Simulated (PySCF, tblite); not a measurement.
# C5H6F3N: a rotation path, then NMR shifts on frames

How do NMR shifts of C5H6F3N (`N[C@@H]1CC=C1C(F)(F)F`) change as the atoms move?

Computed with tblite 0.8.0 and PySCF 2.14.0, with density-fitted response routines of our own, on a single molecule in the gas phase. Atoms count from 0, in the outputs and in this text.

**1. Starting geometry**

15 atoms, charge 0, multiplicity 1; geometry from: GFN2-xTB.

Bonds of the start (Å): N0–C1 1.43, C1–C2 1.58, C2–C3 1.50, C3–C4 1.33, C4–C5 1.49, C5–F6 1.35, C5–F7 1.34, C5–F8 1.35, C4–C1 1.52, N0–H9 1.01, N0–H10 1.01, C1–H11 1.09, C2–H12 1.09, C2–H13 1.09, C3–H14 1.07.

**2. The rotation path with GFN2-xTB**

Job settings and geometry (Å):

```
{"job": {"kind": "neb", "xc": "GFN2-xTB", "basis": "xTB", "atoms": [1, 4, 5, 8], "turn": 120}, "charge": 0, "multiplicity": 1}
N     -0.911231     1.429989    -0.886563
C     -0.543411     0.054918    -0.744431
C     -1.383967    -0.911421     0.174182
C     -0.123939    -1.071193     0.974603
C      0.586844    -0.231088     0.223242
C      1.983860     0.270990     0.277420
F      2.056611     1.566789     0.634047
F      2.614407     0.167331    -0.904368
F      2.728930    -0.405982     1.170789
H     -1.058375     1.872956     0.012709
H     -1.744074     1.535383    -1.452201
H     -0.367326    -0.361705    -1.739687
H     -1.755177    -1.816367    -0.302383
H     -2.196088    -0.419953     0.706892
H      0.108520    -1.672659     1.833836
```

With the program's defaults for keys left out, this is: GFN2-xTB climbing-image nudged elastic band, gas phase.

Started as:

```bash
> OMP_NUM_THREADS=1 python probes_run.py task.json out
```

The driver reads the jobs from task.json and runs them one after another.

Standard output:

```text
image   E - E0 / eV
  0      -0.0000
  1       0.0043
  2       0.0143
  3       0.0244
  4       0.0288
  5       0.0249
  6       0.0150
  7       0.0049
  8       0.0000
```

Run time: 1.6 s. Hardware: 1 thread of Intel Xeon 6975P-C, shared host.

The final band, with the dihedral C1–C4–C5–F8:

```tsv
image	dihedral (°)	energy (eV)	energy (kcal/mol)
0	-170	0.000	0.0
1	-154	0.004	0.1
2	-139	0.014	0.3
3	-124	0.024	0.6
4	-109	0.029	0.7
5	-93	0.025	0.6
6	-78	0.015	0.3
7	-64	0.005	0.1
8	-49	0.000	0.0
```

**3. Nuclear shieldings: image 0, PBE0/pcSseg-1**

Job settings and geometry (Å):

```
{"job": {"kind": "nmr", "xc": "PBE0", "basis": "pcSseg-1", "pop": false}, "charge": 0, "multiplicity": 1}
N     -0.911200     1.430000    -0.886600
C     -0.543400     0.054900    -0.744400
C     -1.384000    -0.911400     0.174200
C     -0.123900    -1.071200     0.974600
C      0.586800    -0.231100     0.223200
C      1.983900     0.271000     0.277400
F      2.056600     1.566800     0.634000
F      2.614400     0.167300    -0.904400
F      2.728900    -0.406000     1.170800
H     -1.058400     1.873000     0.012700
H     -1.744100     1.535400    -1.452200
H     -0.367300    -0.361700    -1.739700
H     -1.755200    -1.816400    -0.302400
H     -2.196100    -0.420000     0.706900
H      0.108500    -1.672700     1.833800
```

Method: GIAO PBE0/pcSseg-1 NMR shielding, non-relativistic, gas phase.

Standard output:

```text
coarse grid: 13472 points
cycle   1  E = -547.5340338880  dE =  1.554e+00  |g| = 9.241e-01  |ddm| = 3.632e+00
cycle   2  E = -547.3972136353  dE =  1.368e-01  |g| = 1.347e+00  |ddm| = 1.256e+00
cycle   3  E = -547.6825762494  dE = -2.854e-01  |g| = 1.038e-01  |ddm| = 7.602e-01
cycle   4  E = -547.6840060852  dE = -1.430e-03  |g| = 6.739e-02  |ddm| = 1.450e-01
cycle   5  E = -547.6850403019  dE = -1.034e-03  |g| = 1.549e-02  |ddm| = 6.595e-02
cycle   6  E = -547.6850925099  dE = -5.221e-05  |g| = 3.862e-03  |ddm| = 1.664e-02
cycle   7  E = -547.6850958114  dE = -3.302e-06  |g| = 5.412e-04  |ddm| = 4.164e-03
final grid: 134080 points
cycle   8  E = -547.7550009290  dE = -4.942e-05  |g| = 8.682e-03  |ddm| = 3.982e-02
cycle   9  E = -547.7549923778  dE =  8.551e-06  |g| = 1.128e-02  |ddm| = 1.686e-02
cycle  10  E = -547.7550175684  dE = -2.519e-05  |g| = 8.604e-04  |ddm| = 8.821e-03
cycle  11  E = -547.7550176758  dE = -1.074e-07  |g| = 3.952e-04  |ddm| = 8.575e-04
cycle  12  E = -547.7550177066  dE = -3.082e-08  |g| = 1.345e-04  |ddm| = 4.249e-04
cycle  13  E = -547.7550177107  dE = -4.013e-09  |g| = 3.101e-05  |ddm| = 1.438e-04
cycle  14  E = -547.7550177108  dE = -1.889e-10  |g| = 8.378e-06  |ddm| = 2.936e-05
converged SCF energy = -547.7550177108

GIAO shielding tensors (ppm)
atom      isotropic    diamagn.    paramagn.     s11        s22        s33       span
  0 N      217.725     314.158     -96.434    184.546    225.339    243.289     58.743
  1 C      128.675     243.163    -114.488    104.786    131.596    149.642     44.856
  2 C      142.297     253.222    -110.925    118.371    150.514    158.006     39.636
  3 C       38.707     250.347    -211.640    -72.503     27.672    160.952    233.455
  4 C       37.627     261.389    -223.762    -62.875     48.430    127.325    190.200
  5 C       58.013     238.480    -180.468     50.531     57.954     65.553     15.022
  6 F      244.110     473.171    -229.061    158.901    236.280    337.149    178.248
  7 F      254.406     472.634    -218.228    169.500    252.359    341.358    171.858
  8 F      260.258     471.619    -211.360    173.974    251.716    355.085    181.110
  9 H       30.982      31.909      -0.927     25.384     29.449     38.113     12.730
 10 H       30.594      30.082       0.512     24.047     27.272     40.463     16.415
 11 H       27.461      29.674      -2.213     24.801     26.290     31.293      6.491
 12 H       28.931      29.841      -0.909     25.920     26.864     34.009      8.089
 13 H       29.895      30.655      -0.759     27.095     28.475     34.116      7.021
 14 H       24.954      32.388      -7.434     23.078     24.369     27.414      4.336
```

Run time: 22 s. Hardware: 1 thread of Intel Xeon 6975P-C, shared host; peak memory 0.8 GiB.

The references, computed at this level on geometries of the same kind, shield at (ppm): ¹H TMS 31.72, ¹³C TMS 186.9, ¹⁹F CFCl3 170.9, ¹⁵N NH3 267.7. Their shielding less the atom's gives the shift. The references are single molecules in the gas phase, so shifts against H2O, NH3, PH3, H3PO4 or CFCl3 are not on the usual liquid scales and can be off by tens of ppm. Each atom is listed at this fixed geometry, with no averaging over motion; a spectrum would average atoms that exchange fast.

```tsv
atoms	environment	σ (ppm)	δ (ppm)
C4	fully substituted alkene carbon	37.6	149.3
C3	alkene CH	38.7	148.2
C5	CF3 carbon	58.0	128.9
C1	allylic sp3 CH bonded to N	128.7	58.3
C2	allylic sp3 CH2	142.3	44.6
H14	hydrogen on an alkene CH	24.95	6.76
H11	hydrogen on an allylic sp3 CH bonded to N	27.46	4.26
H12	hydrogen on an allylic sp3 CH2	28.93	2.79
H13	hydrogen on an allylic sp3 CH2	29.90	1.82
H10	hydrogen on an amine nitrogen	30.59	1.12
H9	hydrogen on an amine nitrogen	30.98	0.74
N0	amine nitrogen	217.7	50.0
F6	fluorine of a CF3 group	244.1	-73.2
F7	fluorine of a CF3 group	254.4	-83.5
F8	fluorine of a CF3 group	260.3	-89.3
```

Ring of atoms C1, C2, C3, C4: NICS(0) -1.6, NICS(1) -2.9, NICS(1)zz 0.1 ppm (means of both faces).

The fields below are evaluated on a grid from the run's orbitals.

Frontier orbitals at PBE0/pcSseg-1, with the share of their density that lies nearest to each atom:

```tsv
orbital	energy (eV)	lies on
HOMO	-7.06	N0 59 %; C2 11 %; H9, H10 about 7 % each
LUMO	-0.66	C3, C4 about 32 % each; H14 10 %
```

ELF in a plane through or near 7 of the atoms.

Values, 10 rows by 14 columns:
```
0.00 0.00 0.00 0.00 0.00 0.00 0.00 0.00 0.00 0.00 0.00 0.00 0.00 0.00
0.00 0.00 0.00 0.00 0.00 0.00 0.01 0.00 0.00 0.00 0.00 0.00 0.00 0.00
0.00 0.00 0.00 0.00 0.00 0.30 0.93 0.47 0.02 0.02 0.01 0.00 0.00 0.00
0.00 0.00 0.05 0.36 0.21 0.08 0.73 0.60 0.59 0.55 0.13 0.01 0.00 0.00
0.00 0.03 0.58 0.58 0.67 0.41 0.61 0.37 0.44 0.50 0.25 0.02 0.00 0.00
0.00 0.00 0.10 0.18 0.19 0.90 0.55 0.81 0.45 0.20 0.01 0.00 0.00 0.00
0.00 0.00 0.00 0.05 0.16 0.07 0.02 0.57 0.54 0.80 0.63 0.00 0.00 0.00
0.00 0.00 0.00 0.01 0.04 0.01 0.14 0.95 0.88 0.95 0.94 0.01 0.00 0.00
0.00 0.00 0.00 0.00 0.00 0.00 0.00 0.34 0.29 0.04 0.01 0.00 0.00 0.00
0.00 0.00 0.00 0.00 0.00 0.00 0.00 0.00 0.00 0.00 0.00 0.00 0.00 0.00
```
The map spans 11.0 Å across and 10.0 Å up, centred on the molecule. Atoms in the plane (x, y in Å): N0 (1.0, -1.6), C2 (1.4, 1.0), C3 (0.0, 1.4), C4 (-0.6, 0.3), C5 (-2.0, -0.2), F8 (-2.9, 0.7), H10 (1.9, -1.9).

On the surface of density 0.002 e/bohr³ the electrostatic potential runs, from the 1st to the 99th percentile, from -1.56 V near N0 to 1.52 V near H10.

**4. Shielding tensors: image 2, PBE0/pcSseg-1**

Job settings and geometry (Å):

```
{"job": {"kind": "nmr", "xc": "PBE0", "basis": "pcSseg-1", "pop": false}, "charge": 0, "multiplicity": 1}
N     -0.884900     1.365900    -1.009500
C     -0.532300     0.002300    -0.759900
C     -1.395500    -0.883000     0.216400
C     -0.148100    -0.995200     1.043500
C      0.582800    -0.221100     0.241200
C      1.983700     0.276500     0.290300
F      2.129100     1.298200     1.161200
F      2.424000     0.718000    -0.893400
F      2.849900    -0.674900     0.692400
H     -1.044600     1.874000    -0.147300
H     -1.707700     1.433400    -1.595300
H     -0.343300    -0.488900    -1.718500
H     -1.772700    -1.817300    -0.194100
H     -2.207300    -0.346500     0.701800
H      0.062400    -1.533500     1.949200
```

Level: GIAO PBE0/pcSseg-1 NMR shielding, non-relativistic, gas phase.

Standard output:

```text
coarse grid: 13472 points
cycle   1  E = -547.5310015554  dE =  1.554e+00  |g| = 9.277e-01  |ddm| = 3.629e+00
cycle   2  E = -547.3915870195  dE =  1.394e-01  |g| = 1.356e+00  |ddm| = 1.269e+00
cycle   3  E = -547.6807179365  dE = -2.891e-01  |g| = 1.053e-01  |ddm| = 7.686e-01
cycle   4  E = -547.6821963108  dE = -1.478e-03  |g| = 6.841e-02  |ddm| = 1.470e-01
cycle   5  E = -547.6832653627  dE = -1.069e-03  |g| = 1.562e-02  |ddm| = 6.654e-02
cycle   6  E = -547.6833189482  dE = -5.359e-05  |g| = 3.777e-03  |ddm| = 1.677e-02
cycle   7  E = -547.6833221832  dE = -3.235e-06  |g| = 4.517e-04  |ddm| = 4.176e-03
final grid: 134080 points
cycle   8  E = -547.7528334264  dE = -4.842e-05  |g| = 8.361e-03  |ddm| = 3.815e-02
cycle   9  E = -547.7528258816  dE =  7.545e-06  |g| = 1.074e-02  |ddm| = 1.639e-02
cycle  10  E = -547.7528491409  dE = -2.326e-05  |g| = 8.528e-04  |ddm| = 8.603e-03
cycle  11  E = -547.7528492432  dE = -1.023e-07  |g| = 3.860e-04  |ddm| = 8.287e-04
cycle  12  E = -547.7528492719  dE = -2.871e-08  |g| = 1.380e-04  |ddm| = 4.153e-04
cycle  13  E = -547.7528492762  dE = -4.293e-09  |g| = 2.974e-05  |ddm| = 1.445e-04
cycle  14  E = -547.7528492763  dE = -1.753e-10  |g| = 8.586e-06  |ddm| = 2.854e-05
converged SCF energy = -547.7528492763

GIAO shielding tensors (ppm)
atom      isotropic    diamagn.    paramagn.     s11        s22        s33       span
  0 N      217.755     314.227     -96.471    183.927    224.949    244.390     60.464
  1 C      127.641     243.027    -115.386    103.907    131.407    147.610     43.702
  2 C      142.095     253.163    -111.067    118.314    150.388    157.584     39.270
  3 C       37.702     250.443    -212.742    -75.076     27.439    160.742    235.818
  4 C       36.356     261.325    -224.968    -65.591     48.366    126.294    191.885
  5 C       57.990     238.319    -180.328     49.602     57.459     66.911     17.309
  6 F      233.385     473.060    -239.675    150.424    216.413    333.317    182.893
  7 F      261.005     472.809    -211.804    183.541    255.744    343.730    160.189
  8 F      247.288     471.570    -224.281    169.278    226.757    345.829    176.551
  9 H       30.988      31.913      -0.925     25.342     29.437     38.184     12.842
 10 H       30.583      30.091       0.491     24.076     27.247     40.425     16.349
 11 H       27.438      29.675      -2.238     24.768     26.330     31.214      6.445
 12 H       28.927      29.821      -0.894     25.920     26.882     33.979      8.059
 13 H       29.918      30.677      -0.760     27.134     28.523     34.096      6.962
 14 H       24.941      32.238      -7.296     22.935     24.461     27.429      4.494
```

It took 17 s on 1 thread of Intel Xeon 6975P-C, shared host; peak memory 0.84 GiB.

Key values: δ C4 150.6, C3 149.2, C5 128.9, C1 59.3, H14 6.78, H11 4.28 ppm.

(Part 1 of 2 ends here.)
